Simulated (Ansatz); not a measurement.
**CH4BClSi: an energy map over bond length B1–Si2 and dihedral H5–B1–Si2–C3**

A grid of calculations on CH4BClSi, SMILES B[SiH]=CCl, to see where the energy is lowest and how it rises around there.

Computed with Ansatz 0.2.0. Level: RKS r2SCAN-D4/def2-TZVP.

**1. Starting geometry**

SMILES `B[SiH]=CCl`, 8 atoms, charge 0, spin multiplicity 1.

Atoms are counted from 1 here; the program's logs count them from 0.

Bond lengths: B1–Si2 1.953 Å, B1–H5 1.214 Å, B1–H6 1.214 Å, Si2–C3 1.774 Å, Si2–H7 1.501 Å, C3–Cl4 1.722 Å, C3–H8 1.105 Å. Angles: Si2–B1–H5 118.3°, Si2–B1–H6 121.6°, H5–B1–H6 120.1°, B1–Si2–C3 122.4°, B1–Si2–H7 127.1°, C3–Si2–H7 110.6°, Si2–C3–Cl4 125.6°, Si2–C3–H8 122.4°, Cl4–C3–H8 112.0°.

Geometry (Å):

```
B    -0.7406    1.5193   -0.2642
Si    0.4670    0.1897    0.5033
C     0.4560   -1.5095   -0.0064
Cl   -0.5800   -2.1913   -1.2005
H    -1.5235    1.1608   -1.1202
H    -0.7207    2.6786    0.0961
H     1.5034    0.4152    1.5648
H     1.1386   -2.2626    0.4271
```

This geometry comes from a loose relaxation at PBE in a small basis, which is not shown.

**3. Plan of the scan**

First coordinate, bond length B1–Si2: 9 values from 1.676 to 2.729 Å. Second coordinate, dihedral H5–B1–Si2–C3: 10 values from −180 to 144 °, periodic.

Nothing else is relaxed (all other coordinates rigid). Energies count from the relaxed molecule at the same level. Points are written as (first, second).

(The set-up runs are not shown.)

**4. The run at (1.939 Å, 0°)**

Contents of input.yaml:

```yaml
crystal:
  periodic: [false, false, false]
  atoms:
    - { symbol: B, position_ang: [-0.738457, 1.511292, -0.264212] }
    - { symbol: Si, position_ang: [0.456964, 0.185661, 0.493014] }
    - { symbol: C, position_ang: [0.450441, -1.491969, -0.006448] }
    - { symbol: Cl, position_ang: [-0.574165, -2.181149, -1.192157] }
    - { symbol: H, position_ang: [-1.512794, 1.17531, -1.105923] }
    - { symbol: H, position_ang: [-0.712124, 2.648007, 0.09527] }
    - { symbol: H, position_ang: [1.477661, 0.421655, 1.541719] }
    - { symbol: H, position_ang: [1.121006, -2.233924, 0.418829] }
basis:
  gaussian: { orbitals: def2-TZVP }
hamiltonian:
  xc: r2scan
  dispersion: d4
output:
  forces: true
```

Command:

```
$ ansatz run input.yaml --threads 1 --pin off --max-ram 2560MiB --backend cpu --events-out ev --progress --plain --runs-dir out
```

Further runs follow: all other points of the grid.

Before running it: what results should come out? Wanted: lowest point; highest computed point; largest force on an atom.

As calculated:

```
                       quantity                                                                     value
                   lowest point                                             (1.939 Å, 0°), 0.019 kcal/mol
         highest computed point                          (2.729 Å, −108°), 44.8 kcal/mol above the lowest
largest force on an atom (eV/Å)  0.1 at (1.939 Å, 0°) to 8.8 at (1.676 Å, −108°); 0.1 at the lowest point
        time for the whole task                                          6.2 min on 1 thread, shared host
```

**Reading.** The lowest computed point is at (1.939 Å, 0°), 0.019 kcal/mol from the relaxed molecule at the same level; the map holds 2 wells of about this depth. The grid is coarse, so the true minimum lies between grid points and may sit elsewhere than the lowest one. It is the only kind of minimum in the scanned range. The highest computed point, (2.729 Å, −108°), lies 44.8 kcal/mol above the lowest. On the interpolated surface the easiest way out of the lowest well to the well at (1.939 Å, −180°) passes a barrier of about 10 kcal/mol. Round the minimum the two coordinates are nearly uncoupled.
